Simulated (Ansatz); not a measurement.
# WH3+ (quintet): wave-function methods side by side, def2-TZVPP

An exercise on one series of results from a longer session: the logs are not shown, and one member is left open.

Computed with Ansatz 0.2.0, Gaussian basis. Level: def2-TZVPP, core rule «outside noble gas», up to 4 orbitals frozen.

To be run: UHF; CCSD(T) on ROHF; CCSD(T) on UHF; CCSDT(Q) on ROHF; CCSDT(Q) on UHF.

10 further runs of the same task are left out: 6 for a known fault of the program, 4 set aside as unsound or not needed.

## The system

The geometry is a PBE0/def2-TZVP stationary point (not a proven minimum) of the parent state, kept for this charge and spin. No spin-orbit coupling is included. Elements past krypton take def2 core potentials.

4 atoms, charge 1, spin multiplicity 5.

Atoms are counted from 1 here; the program's logs count them from 0.

Bond lengths: W1–H2 1.697 Å, W1–H3 1.809 Å, W1–H4 1.809 Å. Angles: H2–W1–H3 90.2°, H2–W1–H4 90.2°, H3–W1–H4 179.6°.

Set-up of the first run:

Input file in.yaml:

```yaml
crystal:
  periodic: [false, false, false]
  atoms:
    - {symbol: W, position_ang: [0.000000, -0.009090, 0.000000]}
    - {symbol: H, position_ang: [0.000000, 1.688316, 0.000000]}
    - {symbol: H, position_ang: [0.000000, -0.015207, 1.808801]}
    - {symbol: H, position_ang: [0.000000, -0.015207, -1.808801]}
basis:
  gaussian: {orbitals: def2-TZVPP}
total_charge: 1
magnetization: {spin_polarized: true, initial_magnetization: 4}
hamiltonian: {xc: hf}
output: {orbitals: {seedname: orbitals}}
```

Started as:

```sh
$ ansatz run in.yaml --threads 1 --pin off --events-out ev --progress --plain --max-ram 4096MiB --backend cpu
```

Steps of the session up to this table: UHF; CCSD(T) on ROHF; CCSD(T) on UHF; CCSDT(Q) on ROHF; CCSDT(Q) on UHF.

One of the session's tables, all rows but one given; the rest of the session is left out.

| method | from RCCSDT(Q) (kJ/mol) |
| --- | --- |
| UHF | +452.6 |
| RMP2 | +74.5 |
| UMP2 | +74.7 |
| RCCSD | +22.7 |
| UCCSD | +11.2 |
| RCCSD(T) | +3.5 |
| UCCSD(T) | -6.9 |
| RCCSDT | +0.9 |
| UCCSDT | -9.4 |
| RCCSDT(Q) | 0 |
| UCCSDT(Q) | ? |

Q: Estimate the row for UCCSDT(Q) from the others.

The run gave: from RCCSDT(Q) (kJ/mol): -10.3. In the column «from RCCSDT(Q) (kJ/mol)» it is the lowest.

Left out of the table: ROHF (another determinant or state than the rows shown).

To keep in mind: The report flags that the cluster equations may have other roots. The program flags RCCSD(T), UCCSD(T), RCCSDT(Q), UCCSDT(Q) as in doubt, so the zero of the table is itself unsure. Warnings: coupled cluster took another determinant than the lowest. Restricted and unrestricted rows rest on different reference determinants; where their highest levels disagree by more than a few hundredths of an eV, they describe different states and don't form one ladder.
